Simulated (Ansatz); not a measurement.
**GaIr: squeezing one contact**

One table from this session's results is given with a row withheld; the runs are named, their logs left out.

Program: Ansatz 0.2.0. Level of theory: DFT, PBEsol, all-electron LAPW, scalar-relativistic. These are calculated values, not measurements.

2 further runs of the same task are left out: 2 that didn't finish.

### The system as given

It takes space group Pm-3m (No. 221, cubic). Conventional cell: a = 3.004 Å, b = 3.004 Å, c = 3.004 Å, α = 90.00°, β = 90.00°, γ = 90.00°. Ga (site symmetry m-3m) has 8 Ir at 2.60 Å as nearest neighbours. Around Ir (site symmetry m-3m) lie 8 Ga at 2.60 Å.

As a file:

```xyz
2
Lattice="3.0040 0.0000 0.0000 0.0000 3.0040 0.0000 0.0000 0.0000 3.0040" Properties=species:S:1:pos:R:3 pbc="T T T"
Ga    0.0000    0.0000    0.0000
Ir    1.5020    1.5020    1.5020
```

Atoms are numbered in the order of the input: Ga1, Ir2.

The first run:

Contents of input.yaml:

```yaml
crystal:
  lattice:
    - [3.004, 0.0, 0.0]
    - [0.0, 3.004, 0.0]
    - [0.0, 0.0, 3.004]
  atoms:
    - { symbol: Ga, position: [0.0, 0.0, 0.0] }
    - { symbol: Ir, position: [0.5, 0.5, 0.5] }
kpoints:
  mp_grid: { grid: [10, 10, 10] }
scf:
  occupations: { method: fermi_dirac, width: 0.05 }
hamiltonian:
  xc: pbesol
  pseudopotentials: { kind: all_electron, lapw: { basis_error: 0.001 } }
output:
  forces: true
  stress: true
  eigenvalues: true
  populations: true
```

Command:

```console
$ ansatz run input.yaml --threads 1 --pin off --max-ram 2048MiB --backend cpu --events-out ev --progress --plain --runs-dir out
```

Steps of the session up to this table: The bond as given, LAPW; Shortest bond scaled by 1.1, LAPW; Shortest bond scaled by 0.94, LAPW; Shortest bond scaled by 0.88, LAPW; Shortest bond scaled by 0.76, LAPW.

One table of the session follows, with a row left open; its other results are not shown here.

| method | length (Å) | F from the given length (eV/cell) | force along the bond (eV/Å) | pressure (GPa) | largest force (eV/Å) |
| --- | --- | --- | --- | --- | --- |
| LAPW | 1.977 | 2.510 | 12.653 | 54.28 | 12.653 |
| LAPW | 2.289 | 0.388 | 2.937 | 14.00 | 2.937 |
| LAPW | 2.445 | 0.084 | 1.131 | 6.28 | 1.131 |
| LAPW | 2.602 | 0.000 | 0.000 | 3.90 | 0.000 |
| LAPW | 2.862 | 0.255 | -2.212 | 10.75 | 2.212 |
| PAW | 1.977 | 2.516 | 12.710 | 54.43 | 12.710 |
| PAW | 2.289 | 0.388 | 2.939 | 13.94 | 2.939 |
| PAW | 2.445 | 0.084 | 1.132 | 6.23 | 1.132 |
| PAW | 2.602 | 0.000 | 0.000 | 3.85 | 0.000 |
| PAW | 2.862 | ? | ? | ? | ? |
| PAW (partial_waves polarizable) | 1.977 | – | 12.706 | 54.43 | 12.706 |

Estimate the missing values for PAW, 2.862.

**Answer.** F from the given length (eV/cell): 0.255; force along the bond (eV/Å): -2.214; pressure (GPa): 10.69; largest force (eV/Å): 2.214.

Limits of these values: Rows by PAW come from runs of the same series that aren't printed here. Warnings in the runs' records: gradients without spin orbit.
